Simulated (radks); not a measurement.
# Taking charge from the 1s level of Hf⁺ in fractions

What happens to E and to the 1s eigenvalue of Hf⁺ when a fraction of an electron is removed? The exact functional would give straight lines between whole numbers for a frontier level.

Method: scalar-relativistic Kohn-Sham, SCAN, spin-polarised, spherical densities, finite nucleus; open shells are filled with parallel spins first. Code: radks (a radial shooting solver on a logarithmic mesh, Libxc functionals) version 1.

1 further run of the same task is left out (it didn't finish).

## (1) The atom as given

```
element            : hafnium (Z = 72)
charge             : +1
electrons          : 71
configuration      : 1s(up 1, down 1) 2s2 2p6 3s2 3p6 3d10 4s2 4p6 4d10 4f14 5s2 5p6 5d1 6s2
nuclear rms radius : 5.347 fm
```

A shell typed twice in an input gives spin up, then spin down.

## (2) Start: 1s(up 1, down 1) 2s2 2p6 3s2 3p6 3d10 4s2 4p6 4d10 4f14 5s2 5p6 5d1 6s2

The run's settings:

```text
Z 72
configuration 1s1 1s1 2s2 2p6 3s2 3p6 3d10 4s2 4p6 4d10 4f14 5s2 5p6 5d1 6s2
relativity scalar-relativistic
functional scan,scan
spin polarised
nucleus finite rms 5.347 fm
c 137.035999084
```

## (3) 0.25 electron removed from 1s

The run's settings:

```text
Z 72
configuration 1s1 1s0.75 2s2 2p6 3s2 3p6 3d10 4s2 4p6 4d10 4f14 5s2 5p6 5d1 6s2
relativity scalar-relativistic
functional scan,scan
spin polarised
nucleus finite rms 5.347 fm
c 137.035999084
```

## (4) 0.5 electron removed from 1s

The run's settings:

```text
Z 72
configuration 1s1 1s0.5 2s2 2p6 3s2 3p6 3d10 4s2 4p6 4d10 4f14 5s2 5p6 5d1 6s2
relativity scalar-relativistic
functional scan,scan
spin polarised
nucleus finite rms 5.347 fm
c 137.035999084
```

## (5) 0.75 electron removed from 1s

The run's settings:

```text
Z 72
configuration 1s1 1s0.25 2s2 2p6 3s2 3p6 3d10 4s2 4p6 4d10 4f14 5s2 5p6 5d1 6s2
relativity scalar-relativistic
functional scan,scan
spin polarised
nucleus finite rms 5.347 fm
c 137.035999084
```

Before running it: what results should come out? Wanted: for each run, removed; E − E(0); eigenvalue.

**Answer**, as computed:

| removed (e) | E − E(0) (eV) | eigenvalue (eV) |
| --- | --- | --- |
| 0 | 0.000 | -65362 |
| 0.25 | 16354.1 | -65588 |
| 0.5 | 32764 | -65794 |
| 0.75 | 49222 | -65963 |

In words: The trapezoid integral of minus the eigenvalue gives 49261 eV over the range, against 49222 eV from the energies (Janak's theorem; approximate here, since the scalar-relativistic density holds large components alone). The eigenvalue moves by 801 eV per electron.
